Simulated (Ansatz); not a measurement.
# CH6BNSi: small, medium and large basis sets

The task here is to estimate one member of a computed series from the others.

The runs use Ansatz 0.2.0, Gaussian basis; one geometry, several basis sets.

The runs, in order: PBE0-D4/def2-SVP; ωB97M-V/def2-SVP; PBE0-D4/def2-QZVPP; ωB97M-V/def2-QZVPP; the functionals' def2-TZVPP values are taken from earlier runs.

## The geometry

All runs share one geometry, relaxed beforehand with PBE0-D4 in a triple-zeta def2 set.

10 atoms, charge 0, spin multiplicity 1.

Atoms are counted from 1 here; the program's logs count them from 0.

Bond lengths: B1–C2 1.503 Å, B1–Si4 2.029 Å, B1–H5 1.207 Å, B1–H6 1.207 Å, C2–N3 1.162 Å, N3–H7 0.996 Å, Si4–H8 1.494 Å, Si4–H9 1.493 Å, Si4–H10 1.489 Å. Angles: C2–B1–Si4 104.7°, C2–B1–H5 108.9°, C2–B1–H6 108.8°, Si4–B1–H5 109.2°, Si4–B1–H6 109.2°, H5–B1–H6 115.5°, B1–C2–N3 179.7°, C2–N3–H7 161.3°, B1–Si4–H8 113.0°, B1–Si4–H9 113.0°, B1–Si4–H10 109.5°, H8–Si4–H9 106.3°, H8–Si4–H10 107.4°, H9–Si4–H10 107.4°.

As a file:

```
B    -0.12147    0.86325   -0.44355
C    -1.06999   -0.24227   -0.81384
N    -1.80026   -1.10147   -1.09588
Si    1.12658    0.03351    0.92469
H     0.51275    1.17698   -1.42143
H    -0.74618    1.75478    0.07779
H    -2.24134   -1.99451   -1.12292
H     1.88525   -1.13576    0.38819
H     0.41415   -0.45351    2.14359
H     2.12381    1.04780    1.36616
```

The first run:

Contents of in.yaml:

```yaml
crystal:
  periodic: [false, false, false]
  atoms:
    - {symbol: B, position_ang: [-0.121470, 0.863249, -0.443554]}
    - {symbol: C, position_ang: [-1.069991, -0.242272, -0.813842]}
    - {symbol: N, position_ang: [-1.800262, -1.101471, -1.095876]}
    - {symbol: Si, position_ang: [1.126583, 0.033509, 0.924690]}
    - {symbol: H, position_ang: [0.512746, 1.176985, -1.421430]}
    - {symbol: H, position_ang: [-0.746184, 1.754778, 0.077791]}
    - {symbol: H, position_ang: [-2.241341, -1.994509, -1.122925]}
    - {symbol: H, position_ang: [1.885254, -1.135755, 0.388192]}
    - {symbol: H, position_ang: [0.414152, -0.453514, 2.143593]}
    - {symbol: H, position_ang: [2.123813, 1.047799, 1.366159]}
basis:
  gaussian: {orbitals: def2-SVP}
hamiltonian: {xc: pbe0, dispersion: d4}
output: {orbitals: {seedname: orbitals}}
```

Run with:

```console
> ansatz run in.yaml --threads 2 --pin off --events-out ev --progress --plain --max-ram 4352MiB
```

Among the steps run: PBE0-D4 in def2-SVP; ωB97M-V in def2-SVP; PBE0-D4 in def2-QZVPP; ωB97M-V in def2-QZVPP.

One table of the session follows, with a row left open; its other results are not shown here.

It belongs to the step «Functionals by basis». 

| functional | basis | HOMO (eV) |
| --- | --- | --- |
| PBE0-D4 | def2-SVP | -7.44 |
| PBE0-D4 | def2-TZVPP | -7.49 |
| PBE0-D4 | def2-QZVPP | -7.50 |
| ωB97M-V | def2-SVP | -9.41 |
| ωB97M-V | def2-TZVPP | -9.50 |
| ωB97M-V | def2-QZVPP | ? |

Estimate the missing values for ωB97M-V, def2-QZVPP.

The run gave: HOMO (eV): -9.51. In the column «HOMO (eV)» it is the lowest.
